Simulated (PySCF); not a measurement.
# C3H6O2Si: the cost of one run

Programs: PySCF 2.14.0, with density-fitted response routines of our own. Each step states its level of theory. These are calculated values for one molecule in the gas phase, unless marked as measured. Atoms count from 0, in the outputs and in this text.

### Step 1. The molecule as given

12 atoms, charge 0, multiplicity 1; geometry from: GFN2-xTB. The atoms were then displaced at random by about 0.01 Å, so the start is not that level's minimum.

Bonds of the start (Å): C0–C1 1.49, C1–C2 1.33, C2–O3 1.34, O3–Si4 1.71, Si4–O5 1.62, Si4–C1 1.90, C0–H6 1.08, C0–H7 1.08, C0–H8 1.12, C2–H9 1.10, Si4–H10 1.43, O5–H11 0.96.

### Step 2. Geometry optimisation at PBE0-D3(BJ)/def2-SVP

What the job is given:

```
{"job": {"xc": "PBE0", "basis": "def2-SVP", "d3": "d3bj", "grid": 1, "shake": 0.01, "kind": "geom"}, "charge": 0, "multiplicity": 1}
C      1.550640     0.796980    -0.657410
C      0.458180     0.062010     0.043790
C      0.440990    -0.534010     1.229320
O     -0.748570    -1.140600     1.384880
Si    -1.264850    -0.704450    -0.189200
O     -2.651060     0.137890    -0.227550
H      2.383760     0.997340     0.003050
H      1.894990     0.266880    -1.533270
H      1.150580     1.785580    -0.998020
H      1.156600    -0.624070     2.061450
H     -1.463610    -1.821380    -1.057870
H     -2.867960     0.749580     0.475930
```

The run is started by

```sh
OMP_NUM_THREADS=1 python probes_run.py task.json out
```

The driver reads the jobs from task.json and runs them one after another.

**Question.** How long does this first job take on 1 thread of Arm Neoverse N1, shared host, and how much memory does it need?

About 74 s, with a peak of 0.51 GiB.
